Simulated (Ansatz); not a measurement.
# AlBFH₃Si: small, medium and large basis sets

How large a basis does AlBFH₃Si need? Two functionals are run in growing sets.

Computed with Ansatz 0.2.0, Gaussian basis. Level: one geometry, several basis sets.

The runs, in order: PBE0-D4/def2-SVP; ωB97M-V/def2-SVP; PBE0-D4/def2-QZVPP; ωB97M-V/def2-QZVPP; the functionals' def2-TZVPP values are taken from earlier runs.

1 further run of the same task is left out (it didn't finish).

### 1 The relaxed structure

All runs share one geometry, relaxed beforehand with PBE0-D4 in a triple-zeta def2 set.

SMILES `F[B]1[AlH][SiH2]1`, 7 atoms, charge 0, spin multiplicity 1.

Atoms are counted from 1 here; the program's logs count them from 0.

Bond lengths: F1–B2 1.319 Å, B2–Al3 2.064 Å, B2–Si4 1.923 Å, Al3–Si4 2.427 Å, Al3–H5 1.586 Å, Si4–H6 1.498 Å, Si4–H7 1.567 Å. Angles: F1–B2–Al3 142.4°, F1–B2–Si4 138.2°, Al3–B2–Si4 74.9°, B2–Al3–Si4 49.9°, B2–Al3–H5 167.3°, Si4–Al3–H5 140.1°, B2–Si4–Al3 55.2°, B2–Si4–H6 149.6°, B2–Si4–H7 94.2°, Al3–Si4–H6 150.8°, Al3–Si4–H7 49.6°, H6–Si4–H7 102.6°.

### 2 PBE0-D4 in def2-SVP

File in.yaml:

```yaml
crystal:
  periodic: [false, false, false]
  atoms:
    - {symbol: F, position_ang: [-0.934892, -2.248940, 0.983232]}
    - {symbol: B, position_ang: [-0.443304, -1.173100, 0.399357]}
    - {symbol: Al, position_ang: [1.332731, -0.212222, -0.026755]}
    - {symbol: Si, position_ang: [-0.916510, 0.676590, 0.171361]}
    - {symbol: H, position_ang: [2.776122, 0.225591, -0.517327]}
    - {symbol: H, position_ang: [-1.944944, 1.717237, -0.152014]}
    - {symbol: H, position_ang: [0.191998, 0.946845, -0.903454]}
basis:
  gaussian: {orbitals: def2-SVP}
hamiltonian: {xc: pbe0, dispersion: d4}
output: {orbitals: {seedname: orbitals}}
```

Command:

```console
$ ansatz run in.yaml --threads 2 --pin off --events-out ev --progress --plain --max-ram 4352MiB
```

Further steps of the session: ωB97M-V in def2-SVP; PBE0-D4 in def2-QZVPP; ωB97M-V in def2-QZVPP.

Q: Predict the results of all the runs planned. Wanted: PBE0-D4: double and triple zeta above quadruple; ωB97M-V: double and triple zeta above quadruple.

**Answer**, as computed:

```
                                       quantity          value
PBE0-D4: double and triple zeta above quadruple  9.77, 0.63 eV
ωB97M-V: double and triple zeta above quadruple  9.82, 0.60 eV
```

For PBE0-D4 the step from double to triple zeta gains 9.14 eV and the next only 0.63 eV. These are total energies; as a rule much of such shifts cancels in differences, which this series doesn't test.
